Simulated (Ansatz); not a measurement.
CsLiCr2Te2S3:

```
Cs Li Cr Te S
1.0
     3.60358    0.00000    0.00000
    -1.80179    3.12079    0.00000
     0.00000    0.00000   19.06651
Cs Li Cr Te S
1 1 2 2 3
Direct
  0.00000 0.00000 0.37399
  0.66667 0.33333 0.01607
  0.00000 0.00000 0.86637
  0.33333 0.66667 0.16833
  0.33333 0.66667 0.53891
  0.66667 0.33333 0.77276
  0.00000 0.00000 0.10030
  0.33333 0.66667 0.92920
  0.66667 0.33333 0.23408
```

The cell was built by a generator and needn't be a form met in nature.

Base run:

| Item | Value |
| --- | --- |
| Program | Ansatz 0.2.0 |
| Functional | PBE |
| Potentials or basis | Ansatz PAW |
| Cutoff | 420 eV (not typed: the program's choice for these potentials) |
| k mesh | 9 × 9 × 2 |
| Occupations | fermi-dirac, width 0.05 eV |
| Spin | collinear spin, ferromagnetic start |
| Starting moments | [0.0, 0.0, 3.0, 3.0, 0.0, 0.0, 0.0, 0.0, 0.0] μB |
| Hubbard terms | Cr d U = 4 eV |

Its results: band gap on the k mesh none (metal or under the smearing width); pressure 2.6 GPa; net moment 6.09 μB per cell; site moments Cs -0.00; Li -0.01; Cr +3.16, +3.03; Te -0.01, -0.20; S -0.16, -0.17 μB; largest force 0.769 eV/Å.

Question: The run is repeated on the same cell with these changes: functional from PBE to RPBE; hubbard terms from Cr d U = 4 eV to none; hubbard projectors from ortho-atomic (the default) to none. What comes out?

Answer: Band gap on the k mesh none (metal or under the smearing width); pressure 2.1 GPa; net moment 5.65 μB per cell; site moments Cs +0.00; Li -0.01; Cr +2.61, +2.76; Te -0.01, -0.16; S -0.05, -0.07 μB; largest force 0.137 eV/Å.

Several settings changed at once, so the effect can't be laid on one alone.

Caveats: only a ferromagnetic start was run, and an antiferromagnetic order may lie lower in energy; the magnetic or orbital state may not be the lowest (some runs); the density of states is complete only up to the lowest level of the last band computed (some runs); spin-orbit coupling is left out, which moves the levels of the heavy elements (some runs); the PAW data sets come from PBE, with cores solved anew for the run's functional, which leaves a small shift of forces and pressure (some runs).
